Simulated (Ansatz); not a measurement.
# SiO2: properties at the relaxed cell

The task here is to estimate one member of a computed series from the others.

Method: DFT LDA, scalar-relativistic, plane waves, PAW, in Ansatz 0.2.0.

### The starting structure

Symmetry: Cmce, No. 64, orthorhombic system. Conventional cell: a = 9.038 Å, b = 10.116 Å, c = 8.925 Å, α = 90.00°, β = 90.00°, γ = 90.00°. Si (site symmetry 1) is surrounded by 4 O at 1.60 to 1.61 Å. O (site symmetry 2) has 2 Si at 1.60 Å in its first shell of neighbours. O (site symmetry m) is surrounded by 2 Si at 1.61 Å. O (site symmetry -1) is surrounded by 2 Si at 1.60 Å.

Coordinates:

```
Si O
1.0
     4.51925   -5.05824    0.00000
     4.51925    5.05824    0.00000
     0.00000    0.00000    8.92485
Si O
8 16
Direct
  0.30506 0.03446 0.90783
  0.46554 0.19494 0.59217
  0.03446 0.30506 0.09217
  0.19494 0.46554 0.40783
  0.96554 0.69494 0.90783
  0.69494 0.96554 0.09217
  0.80506 0.53446 0.59217
  0.53446 0.80506 0.40783
  0.82193 0.82193 0.00000
  0.63532 0.86468 0.25000
  0.67807 0.67807 0.50000
  0.32407 0.67593 0.37995
  0.13532 0.36468 0.25000
  0.86468 0.63532 0.75000
  0.17807 0.17807 0.00000
  0.36468 0.13532 0.75000
  0.00000 0.50000 0.00000
  0.17593 0.82407 0.87995
  0.67593 0.32407 0.62005
  0.82407 0.17593 0.12005
  0.32193 0.32193 0.50000
  0.50000 0.00000 0.00000
  0.00000 0.50000 0.50000
  0.50000 0.00000 0.50000
```

It goes back to an entry of the Materials Project, which need not be the stable form.

This cell was relaxed beforehand with the same method: volume 17.00 Å³/atom, gap on the mesh 5.38 eV.

Set-up of the first run:

Contents of input.yaml:

```yaml
crystal:
  lattice:
    - [4.4735949924, -5.0071407225, 0.0]
    - [4.4735949924, 5.0071407225, 0.0]
    - [0.0, 0.0, 8.8346906437]
  atoms:
    - { symbol: Si, position: [0.3050604614, 0.0344566448, 0.9078262555] }
    - { symbol: Si, position: [0.4655433552, 0.1949395386, 0.5921737445] }
    - { symbol: Si, position: [0.0344566448, 0.3050604614, 0.0921737445] }
    - { symbol: Si, position: [0.1949395386, 0.4655433552, 0.4078262555] }
    - { symbol: Si, position: [0.9655433552, 0.6949395386, 0.9078262555] }
    - { symbol: Si, position: [0.6949395386, 0.9655433552, 0.0921737445] }
    - { symbol: Si, position: [0.8050604614, 0.5344566448, 0.5921737445] }
    - { symbol: Si, position: [0.5344566448, 0.8050604614, 0.4078262555] }
    - { symbol: O, position: [0.8219291482, 0.8219291482, 0.0] }
    - { symbol: O, position: [0.6353246511, 0.8646753489, 0.25] }
    - { symbol: O, position: [0.6780708518, 0.6780708518, 0.5] }
    - { symbol: O, position: [0.3240724238, 0.6759275762, 0.3799516886] }
    - { symbol: O, position: [0.1353246511, 0.3646753489, 0.25] }
    - { symbol: O, position: [0.8646753489, 0.6353246511, 0.75] }
    - { symbol: O, position: [0.1780708518, 0.1780708518, 0.0] }
    - { symbol: O, position: [0.3646753489, 0.1353246511, 0.75] }
    - { symbol: O, position: [0.0, 0.5, 0.0] }
    - { symbol: O, position: [0.1759275762, 0.8240724238, 0.8799516886] }
    - { symbol: O, position: [0.6759275762, 0.3240724238, 0.6200483114] }
    - { symbol: O, position: [0.8240724238, 0.1759275762, 0.1200483114] }
    - { symbol: O, position: [0.3219291482, 0.3219291482, 0.5] }
    - { symbol: O, position: [0.5, 0.0, 0.0] }
    - { symbol: O, position: [0.0, 0.5, 0.5] }
    - { symbol: O, position: [0.5, 0.0, 0.5] }
basis:
  ecutwfc: 420
kpoints:
  mp_grid: { grid: [4, 4, 4] }
hamiltonian:
  xc: lda
scf:
  occupations: { method: gaussian, width: 0.02 }
output:
  forces: true
  stress: true
  eigenvalues: true
relax:
  adjacent_minimum: "off"
  f_tol: 0.01
  max_steps: 30
  cell: { stress_tol: 0.1, fix: [volume] }
```

Launch:

```
> ansatz run input.yaml --threads 4 --pin off --max-ram 10240MiB --backend cpu --events-out ev --progress --plain --runs-dir out
```

Steps of the session up to this table: The cell scaled to 0.97 of its volume; Volume × 1.03; The cell scaled to 0.94 of its volume; The cell scaled to 1.06 of its volume; Point at V/V0 = 0.91; Point at V/V0 = 1.10; Point at V/V0 = 0.88.

One table of the session follows, with a row left open; its other results are not shown here.

It belongs to the step «Equation of state». 

| volume (Å³/atom) | energy above the lowest point (meV/atom) | pressure (GPa) | gap on the mesh (eV) |
| --- | --- | --- | --- |
| 14.961 | 44.4 | 7.78 | 5.56 |
| 15.471 | ? | ? | ? |
| 15.981 | 9.9 | 3.34 | 5.48 |
| 16.491 | 2.3 | 1.51 | 5.42 |
| 17.001 | 0.0 | 0.01 | 5.38 |
| 17.511 | 2.7 | -2.13 | 5.34 |
| 18.021 | 14.9 | -5.55 | 5.26 |
| 18.702 | 47.3 | -9.59 | 5.09 |

Q: Estimate the row for volume (Å³/atom) = 15.471 from the others.

Worked estimate for «energy above the lowest point (meV/atom)». A straight line through the neighbours (14.961, 44.4) and (15.981, 9.9) gives 44.4 + (9.9 − 44.4) × (15.471 − 14.961) / (15.981 − 14.961) = 27.1; a parabola fitted to 3 rows on both sides gives 23.9.

As computed: energy above the lowest point (meV/atom): 23.6; pressure (GPa): 5.42; gap on the mesh (eV): 5.53. In «energy above the lowest point (meV/atom)» the line misses by +3.5 and the parabola by +0.3.
